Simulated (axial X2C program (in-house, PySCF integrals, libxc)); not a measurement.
**A two-component session on CuN⁻: EOM-EA-CCSD levels**

Aim: EOM-EA-CCSD levels of CuN⁻, with spin–orbit coupling in the Hamiltonian from the start.

The runs use an in-house X2C program for linear molecules on PySCF integrals; two-component X2C with atomic mean-field terms, Cu dyall-acv3z, N dyall-av3z.

All values are calculated.

## (1) The job

The input, task.json:

```json
{
 "zs": [
  29,
  7
 ],
 "q": -1,
 "bas": [
  "dyall-acv3z",
  "dyall-av3z"
 ],
 "r0": 1.75,
 "eom": "ea",
 "thr": -2.0,
 "nmax": 92,
 "grid": [
  1,
  0.96,
  1.045,
  0.92,
  1.09,
  1.15
 ],
 "rq": 0
}
```

Keys: zs atomic numbers; q charge; bas basis sets; r0 starting distance in Å; eom kind of EOM run; thr threshold in hartree for freezing inner shells (an s shell follows its p shell); nmax most natural virtual spinors; grid distances as factors.

Launch:

```bash
$ python soeom.py task.json out
```

After this run come: EOM-EA-CCSD at 1.774 Å.

What does the calculation give? Wanted: next root led by one particle; T1 of the reference; lowest state, Re and ωe.

As calculated:

```
                     quantity                            value
       lowest root at 1.774 Å                Ω = 1/2, 0.563 eV
next root led by one particle  Ω = 3/2, about 1770 cm⁻¹ higher
          T1 of the reference                            0.055
      lowest state, Re and ωe                1.848 Å, 488 cm⁻¹
```

The added electron is bound by 0.56 eV in a spinor of 57% Cu sσ, 29% Cu pσ, 7% N pσ. The closed-shell reference lies 1.37 eV above the lowest determinant found, so these energies count from an excited configuration. Errors of 0.1 to 0.3 eV are usual at this size, and roots led by higher excitations are left out, so the list is incomplete, and low states of that kind can be missing. T1 or the largest double amplitude of the reference is raised, which lowers the reliability. The bond is 0.047 Å longer than in the closed-shell reference at CCSD (1.800 Å).
